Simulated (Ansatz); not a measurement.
Below is the output of a Python script on Ansatz's Python interface that makes a convergence test of the k-point mesh of MgCuGe, space group P4/nmm. Write a script that gives it. Level of theory (first run): PBE, PAW, the default cutoff (420 eV here), 2×2×1 k-points, Fermi-Dirac smearing of 0.15 eV. The script varies mesh: (2, 2, 1), (3, 3, 2), (4, 4, 2), (5, 5, 3), (6, 6, 4), (7, 7, 5).

```cif
data_structure
_symmetry_space_group_name_H-M 'P 1'
_symmetry_Int_Tables_number 1
_cell_length_a 4.0053
_cell_length_b 4.0053
_cell_length_c 6.3948
_cell_angle_alpha 90.000
_cell_angle_beta 90.000
_cell_angle_gamma 90.000
_cell_volume 102.59
loop_
_atom_site_label
_atom_site_type_symbol
_atom_site_fract_x
_atom_site_fract_y
_atom_site_fract_z
_atom_site_occupancy
Mg1 Mg 0.00000 0.00000 0.00000 1
Mg2 Mg 0.50000 0.50000 0.00000 1
Cu1 Cu 0.00000 0.50000 0.29804 1
Cu2 Cu 0.50000 0.00000 0.70196 1
Ge1 Ge 0.00000 0.50000 0.67798 1
Ge2 Ge 0.50000 0.00000 0.32202 1
```

```console
$ python mgcuge_kconv.py
DeckWarning: basis.ecutwfc = 420 eV, auto-derived from the records' recommended cutoffs: set by Mg (normal level)
        mesh   F/atom (eV)    iterations      k-points
   (2, 2, 1)   -4281.58711             8             3
   (3, 3, 2)   -4281.21747             8             6
   (4, 4, 2)   -4281.26598             8            12
   (5, 5, 3)   -4281.26512             8            12
   (6, 6, 4)   -4281.25089             8            30
   (7, 7, 5)   -4281.26063             8            30
(2, 2, 1): -326.48 meV/atom
(3, 3, 2): +43.15 meV/atom
(4, 4, 2): -5.36 meV/atom
(5, 5, 3): -4.49 meV/atom  (within 5 meV)
(6, 6, 4): +9.74 meV/atom
```
(Warnings from the package without file and line.)

One script that gives this output:

The script, `mgcuge_kconv.py`:
```python
"""Convergence of MgCuGe with the k-point mesh."""

import ansatz as az
from ase import Atoms

config = {
    "xc": "pbe",
}

atoms = Atoms(
    ["Mg", "Mg", "Cu", "Cu", "Ge", "Ge"],
    scaled_positions=[
        [0.0, 0.0, 0.0],
        [0.5, 0.5, 0.0],
        [0.0, 0.5, 0.298042],
        [0.5, 0.0, 0.701958],
        [0.0, 0.5, 0.677982],
        [0.5, 0.0, 0.322018],
    ],
    cell=[
        [4.005302, 0.0, 0.0],
        [0.0, 4.005302, 0.0],
        [0.0, 0.0, 6.394753],
    ],
    pbc=True,
)
xtal = az.Crystal.from_ase(atoms)

model = (
    xtal.calculation()
    .functional(config["xc"])
    .occupations(az.OccupationsMethod.FERMI_DIRAC, width=150 * az.meV)
)

rows = []
for value in [(2, 2, 1), (3, 3, 2), (4, 4, 2), (5, 5, 3), (6, 6, 4), (7, 7, 5)]:
    rep = model.kpoints(*value).run().report
    rows.append((value, rep["free_energy_ev"] / len(rep["lattice"]["sites"]), rep["n_iterations"], rep["n_kpoints"]))

print("        mesh   F/atom (eV)    iterations      k-points")
for row in rows:
    print(f"{str(row[0]):>12s}  {row[1]:12.5f}  {row[2]:12d}  {row[3]:12d}")

# differences from the last row
for row in rows[:-1]:
    shift = 1000 * (row[1] - rows[-1][1])
    print(f"{row[0]}: {shift:+.2f} meV/atom" + ("  (within 5 meV)" if abs(shift) < 5 else ""))
```

Notes:
- Spin is left out of this run.
- The smearing is wide enough that free energy and stress hold a thermal part of the electrons.
- A row within the bound is followed by one outside it, so the series isn't shown to be converged.
- This cell is a computed structure, which may not be the phase found in nature.
- Shifts are counted from the finest mesh, which is itself no proven limit.
- Wall time of the script: 21 s on 1 thread of Arm Neoverse V2 (shared host), peak memory 0.49 GiB.
